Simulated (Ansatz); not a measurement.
# AlGeH5: taking an electron away

One table from this session's results is given with a row withheld; the runs are named, their logs left out.

Program: Ansatz 0.2.0, Gaussian basis. Level of theory: unrestricted cation, the program's frozen cores in correlated methods. These are calculated values, not measurements.

Levels to be run: UKS PBE-D4/def2-TZVPP; UKS r2SCAN-D4/def2-TZVPP; UKS PBE0-D4/def2-TZVPP; UKS B3LYP-D4/def2-TZVPP; UKS wB97X-V/def2-TZVPP; UKS wB97M-V/def2-TZVPP; UKS B2PLYP/def2-TZVPP; UHF-CCSD(T)/def2-TZVPP; UHF-CCSD(T)/def2-QZVPP; extrapolation to the limit; then −ε(HOMO) from the neutral's earlier runs with LDA (SPW92), PBE-D4, revPBE-D4, BLYP-D4, r2SCAN-D4, B97M-V, PBE0-D4, B3LYP-D4, r2SCANh-D4, r2SCAN0-D4, HSE06-D4, BHLYP-D4, CAM-B3LYP-D4, LC-ωPBE, ωB97X-V, ωB97M-V.

**The relaxed structure**

All runs share one geometry, relaxed beforehand with PBE0-D4 in a triple-zeta def2 set.

SMILES `[AlH2][GeH3]`, 7 atoms, charge 0, spin multiplicity 1.

Atoms are counted from 1 here; the program's logs count them from 0.

Bond lengths: Al1–Ge2 2.477 Å, Al1–H3 1.588 Å, Al1–H4 1.588 Å, Ge2–H5 1.541 Å, Ge2–H6 1.544 Å, Ge2–H7 1.541 Å. Angles: Ge2–Al1–H3 120.3°, Ge2–Al1–H4 120.3°, H3–Al1–H4 119.4°, Al1–Ge2–H5 113.2°, Al1–Ge2–H6 110.3°, Al1–Ge2–H7 113.1°, H5–Ge2–H6 106.3°, H5–Ge2–H7 107.2°, H6–Ge2–H7 106.3°.

The first run:

File in.yaml:

```yaml
crystal:
  periodic: [false, false, false]
  atoms:
    - {symbol: Al, position_ang: [-0.310022, -1.404222, 0.123795]}
    - {symbol: Ge, position_ang: [0.252854, 0.995624, -0.122784]}
    - {symbol: H, position_ang: [0.625164, -2.362328, 0.977121]}
    - {symbol: H, position_ang: [-1.622518, -1.993341, -0.547749]}
    - {symbol: H, position_ang: [-0.281015, 1.612459, -1.430138]}
    - {symbol: H, position_ang: [-0.371619, 1.813381, 1.028708]}
    - {symbol: H, position_ang: [1.768456, 1.270328, -0.074553]}
basis:
  gaussian: {orbitals: def2-TZVPP}
total_charge: 1
magnetization: {spin_polarized: true, initial_magnetization: 1}
hamiltonian: {xc: pbe, dispersion: d4}
```

Launch:

```bash
$ ansatz run in.yaml --threads 2 --pin off --events-out ev --progress --plain --max-ram 32768MiB --backend cpu
```

Steps of the session up to this table: Cation, UKS PBE-D4/def2-TZVPP; Cation, UKS r2SCAN-D4/def2-TZVPP; Cation, UKS PBE0-D4/def2-TZVPP; Cation, UKS B3LYP-D4/def2-TZVPP; Cation, UKS wB97X-V/def2-TZVPP; Cation, UKS wB97M-V/def2-TZVPP; Cation, UKS B2PLYP (frozen core)/def2-TZVPP; Cation, UHF-CCSD(T)/def2-TZVPP; Cation, UHF-CCSD(T)/def2-QZVPP.

One table of the session follows, with a row left open; its other results are not shown here.

For comparison, −ε(HOMO) of the neutral from earlier runs:

| functional | −ε(HOMO) (eV) |
| --- | --- |
| LDA (SPW92) | 6.62 |
| PBE-D4 | 6.55 |
| revPBE-D4 | 6.51 |
| BLYP-D4 | ? |
| r2SCAN-D4 | 6.81 |
| B97M-V | 6.90 |
| PBE0-D4 | 7.61 |
| B3LYP-D4 | 7.42 |
| r2SCANh-D4 | 7.19 |
| r2SCAN0-D4 | 7.77 |
| HSE06-D4 | 7.22 |
| BHLYP-D4 | 8.56 |
| CAM-B3LYP-D4 | 8.85 |
| LC-ωPBE | 10.16 |
| ωB97X-V | 9.83 |
| ωB97M-V | 9.61 |

**Question.** Estimate the row for BLYP-D4.

Worked estimate for «−ε(HOMO) (eV)». Against the share of exact exchange, B3LYP-D4 (0.2, 7.42), BHLYP-D4 (0.5, 8.56) give a slope of 3.80 per unit share; at 0 the line stands at 6.66.

The run gave: −ε(HOMO) (eV): 6.41. In «−ε(HOMO) (eV)» the line misses by +0.25.
